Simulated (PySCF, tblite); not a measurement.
# C6H11FOSi: geometry, infrared bands and NMR shifts

Aim: predict the infrared bands and NMR shifts of C6H11FOSi (`CC(C)=C(C=O)C[SiH2]F`).

Programs: tblite 0.8.0 and PySCF 2.14.0, with density-fitted response routines of our own. Each step states its level of theory. These are calculated values for one molecule in the gas phase, unless marked as measured. Atoms are numbered from 0 throughout.

## (1) The molecule as given

20 atoms, charge 0, multiplicity 1; geometry from: force field or distance geometry start.

Bonds of the start (Å): C0–C1 1.51, C1–C2 1.50, C1–C3 1.36, C3–C4 1.50, C4–O5 1.22, C3–C6 1.52, C6–Si7 1.87, Si7–F8 1.61, C0–H9 1.08, C0–H10 1.10, C0–H11 1.10, C2–H12 1.09, C2–H13 1.10, C2–H14 1.10, C4–H15 1.10, C6–H16 1.10, C6–H17 1.10, Si7–H18 1.48, Si7–H19 1.49.

## (2) Optimising the geometry with GFN2-xTB

The job: settings as JSON, then the geometry in Å.

```
{"job": {"kind": "relax", "xc": "GFN2-xTB", "basis": "xTB"}, "charge": 0, "multiplicity": 1}
C     -1.624000    -0.812200    -0.948400
C     -1.059600     0.297300    -0.097000
C     -1.971400     1.481500    -0.006000
C      0.151500     0.208900     0.515900
C      0.717200     1.359300     1.298800
O      1.754600     1.275000     1.931100
C      1.040100    -1.030100     0.540000
Si     2.493100    -1.004400    -0.641200
F      1.900100    -1.108200    -2.135500
H     -0.913500    -1.580800    -1.218500
H     -2.470100    -1.294200    -0.430700
H     -2.011000    -0.394400    -1.887100
H     -1.843500     2.132300    -0.871300
H     -3.021600     1.153900     0.000300
H     -1.853100     2.085500     0.901500
H      0.166400     2.312500     1.250400
H      1.430300    -1.173300     1.563100
H      0.450600    -1.944500     0.360200
H      3.294000     0.235800    -0.536300
H      3.364700    -2.189300    -0.412900
```

On the command line:

```sh
$ OMP_NUM_THREADS=1 python probes_run.py task.json out
```

The driver reads the jobs from task.json and runs them one after another.

**Question.** This job is followed by: GFN2-xTB harmonic vibrations, gas phase; GIAO PBE0/pcSseg-1 NMR shielding, non-relativistic, gas phase. Predict these results of the whole session: strongest single infrared mode (GFN2-xTB); zero-point energy (GFN2-xTB); 13C shifts against TMS (PBE0/pcSseg-1); 1H shifts against TMS (PBE0/pcSseg-1, means over atoms taken as alike); 17O shifts against H2O (PBE0/pcSseg-1); 29Si shifts against TMS (PBE0/pcSseg-1); 19F shifts against CFCl3 (PBE0/pcSseg-1).

**Answer**, as computed:

| quantity | value |
| --- | --- |
| strongest single infrared mode (GFN2-xTB) | 2320 cm⁻¹, 334 km/mol |
| zero-point energy (GFN2-xTB) | 95.6 kcal/mol |
| 13C shifts against TMS (PBE0/pcSseg-1) | 191.8, 164.3, 138.5, 26.2, 21.8, 19.9 ppm |
| 1H shifts against TMS (PBE0/pcSseg-1, means over atoms taken as alike) | 10.42, 5.11, 2.41, 2.18, 1.93 ppm |
| 17O shifts against H2O (PBE0/pcSseg-1) | 646.8 ppm |
| 29Si shifts against TMS (PBE0/pcSseg-1) | 11.3 ppm |
| 19F shifts against CFCl3 (PBE0/pcSseg-1) | -228.6 ppm |

Over 152 steps the energy fell by 0.188 eV; of the close pairs, C3–C4 changed most, 1.502 to 1.457 Å. No mode is imaginary among the 54: a minimum at this level. The strongest single mode, at 2320 cm⁻¹, moves mainly H19. GFN2-xTB is a fitted tight-binding method: band positions and strengths are rough. Its intensities can rank the bands wrongly. The most deshielded carbon is C4 (aldehyde carbonyl carbon), at 191.8 ppm: low-lying n→π* states of the double bond to the heteroatom give a large paramagnetic term (-252 ppm). The most deshielded hydrogen is H15 (hydrogen on an aldehyde carbonyl carbon), at 10.42 ppm: deshielded by the polar, anisotropic C=O bond. At PBE0/pcSseg-1: Shielding is most anisotropic at O5 (span 1318 ppm, paramagnetic term -712 ppm).
